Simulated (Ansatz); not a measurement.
**CH3AlBrF: a ladder of functionals and wavefunction methods**

An exercise on one series of results from a longer session: the logs are not shown, and one member is left open.

Computed with Ansatz 0.2.0, Gaussian basis. Level: functionals in def2-TZVPP, the program's frozen cores in correlated methods.

Plan: LDA (SPW92), PBE-D4, revPBE-D4, BLYP-D4, r2SCAN-D4, B97M-V, PBE0-D4, B3LYP-D4, r2SCANh-D4, r2SCAN0-D4, HSE06-D4, BHLYP-D4, CAM-B3LYP-D4, LC-ωPBE, ωB97X-V, ωB97M-V, B2PLYP, PBE-QIDH; CCSD(T)/def2-SVP; CCSD(T)/def2-TZVPP; MP2/def2-QZVPP; extrapolation to the limit; RPA on PBE.

**The relaxed structure**

All runs share one geometry, relaxed beforehand with PBE0-D4 in a triple-zeta def2 set.

7 atoms, charge 0, spin multiplicity 1.

Atoms are counted from 1 here; the program's logs count them from 0.

Bond lengths: F1–C2 1.338 Å, C2–Al3 1.986 Å, C2–Br4 2.105 Å, C2–H5 1.091 Å, Al3–Br4 2.558 Å, Al3–H6 1.577 Å, Al3–H7 1.580 Å. Angles: F1–C2–Al3 122.9°, F1–C2–Br4 108.4°, F1–C2–H5 109.1°, Al3–C2–Br4 77.3°, Al3–C2–H5 126.1°, Br4–C2–H5 100.2°, C2–Al3–Br4 53.4°, C2–Al3–H6 116.5°, C2–Al3–H7 115.7°, Br4–Al3–H6 109.6°, Br4–Al3–H7 108.6°, H6–Al3–H7 126.9°, C2–Br4–Al3 49.3°.

The first run:

in.yaml reads:

```yaml
crystal:
  periodic: [false, false, false]
  atoms:
    - {symbol: F, position_ang: [-1.209853, -1.600704, 0.231911]}
    - {symbol: C, position_ang: [-0.300568, -0.824577, -0.369802]}
    - {symbol: Al, position_ang: [0.670591, 0.629206, 0.573090]}
    - {symbol: Br, position_ang: [-1.265953, 0.908290, -1.073975]}
    - {symbol: H, position_ang: [-0.009697, -1.282260, -1.316803]}
    - {symbol: H, position_ang: [0.178201, 0.972712, 2.031781]}
    - {symbol: H, position_ang: [1.998479, 1.129333, -0.121802]}
basis:
  gaussian: {orbitals: def2-TZVPP}
hamiltonian: {xc: lda}
output: {orbitals: {seedname: orbitals}}
```

On the command line:

```
ansatz run in.yaml --threads 2 --pin off --events-out ev --progress --plain --max-ram 4352MiB
```

Among the steps run: LDA; PBE-D4 (GGA); revPBE-D4 (GGA); BLYP-D4 (GGA); r2SCAN-D4 (meta-GGA); B97M-V (meta-GGA); B3LYP-D4 (hybrid); r2SCANh-D4 (hybrid); r2SCAN0-D4 (hybrid); HSE06-D4 (hybrid); BHLYP-D4 (hybrid); CAM-B3LYP-D4 (range-separated); LC-ωPBE (range-separated); ωB97X-V (range-separated); ωB97M-V (range-separated); B2PLYP (double hybrid); PBE-QIDH (double hybrid).

One of the session's tables, all rows but one given; the rest of the session is left out.

It belongs to the step «Orbital energies across the functionals». 

| functional | HOMO (eV) | LUMO (eV) | gap (eV) |
| --- | --- | --- | --- |
| LDA (SPW92) | -6.93 | -2.69 | 4.25 |
| PBE-D4 | -6.80 | -2.44 | 4.36 |
| revPBE-D4 | ? | ? | ? |
| BLYP-D4 | -6.70 | -2.34 | 4.37 |
| r2SCAN-D4 | -7.13 | -2.22 | 4.91 |
| B97M-V | -7.23 | -2.20 | 5.03 |
| PBE0-D4 | -8.16 | -1.47 | 6.70 |
| B3LYP-D4 | -7.95 | -1.73 | 6.22 |
| r2SCANh-D4 | -7.63 | -1.86 | 5.77 |
| r2SCAN0-D4 | -8.38 | -1.34 | 7.04 |
| HSE06-D4 | -7.76 | -1.85 | 5.92 |
| BHLYP-D4 | -9.42 | -0.48 | 8.94 |
| CAM-B3LYP-D4 | -9.53 | -0.42 | 9.11 |
| LC-ωPBE | -10.84 | 0.77 | 11.61 |
| ωB97X-V | -10.51 | 0.66 | 11.18 |
| ωB97M-V | -10.37 | 0.47 | 10.84 |

Estimate the missing values for revPBE-D4.

The run gave: HOMO (eV): -6.75; LUMO (eV): -2.34; gap (eV): 4.41. In the column «HOMO (eV)» it lies between PBE-D4 (-6.80) and BLYP-D4 (-6.70).
